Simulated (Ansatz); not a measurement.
# ClF4HSi: the cost of one run

The runs use Ansatz 0.2.0, Gaussian basis; PBE0-D4, def2-SVP first, then def2-TZVP.

152 further runs of the same task are left out: 152 set aside as unsound or not needed.

### 1 Starting geometry

The guess: 7 atoms, charge 0, spin multiplicity 1.

Atoms are counted from 1 here; the program's logs count them from 0.

Bond lengths: Si1–F3 1.576 Å, Si1–F4 1.594 Å, Si1–F5 1.577 Å, Si1–Cl7 2.145 Å, H6–Cl7 1.544 Å. Angles: F3–Si1–F4 99.9°, F3–Si1–F5 119.0°, F3–Si1–Cl7 117.3°, F4–Si1–F5 100.0°, F4–Si1–Cl7 96.3°, F5–Si1–Cl7 116.8°, Si1–Cl7–H6 72.5°.

Geometry (Å):

```xyz
7
ClF4HSi
Si   -0.48560   -0.20270   -0.11260
F     1.36480   -0.48000    0.64700
F    -0.09990   -1.36310   -1.10740
F    -1.85720    0.27580   -0.76810
F    -0.98760   -0.57130    1.33570
H     1.52100    0.67510    0.33740
Cl    0.54460    1.66630   -0.33190
```

Distances that are to change: Si1–Cl7 2.15 Å, F2–H6 1.21 Å, Si1–F2 2.02 Å, H6–Cl7 1.54 Å.

### 2 Constrained relaxation of the guess

hold/in.yaml reads:

```yaml
crystal:
  periodic: [false, false, false]
  atoms:
    - {symbol: Si, position_ang: [-0.485600, -0.202700, -0.112600]}
    - {symbol: F, position_ang: [1.364800, -0.480000, 0.647000]}
    - {symbol: F, position_ang: [-0.099900, -1.363100, -1.107400]}
    - {symbol: F, position_ang: [-1.857200, 0.275800, -0.768100]}
    - {symbol: F, position_ang: [-0.987600, -0.571300, 1.335700]}
    - {symbol: H, position_ang: [1.521000, 0.675100, 0.337400]}
    - {symbol: Cl, position_ang: [0.544600, 1.666300, -0.331900]}
basis:
  gaussian: {orbitals: def2-SVP}
hamiltonian: {xc: pbe0, dispersion: d4}
relax: {f_tol: 0.04, max_steps: 150, escape_saddle: false, constraints: [{distance: [0, 6]}, {distance: [1, 5]}, {distance: [0, 1]}, {distance: [5, 6]}]}
```

Started as:

```sh
> ansatz run in.yaml --threads 8 --pin off --events-out ev --progress --plain --max-ram 19148MiB
```

**Question.** How long does this run take on 8 threads of Arm Neoverse V2, shared host?

About 3.4 s.
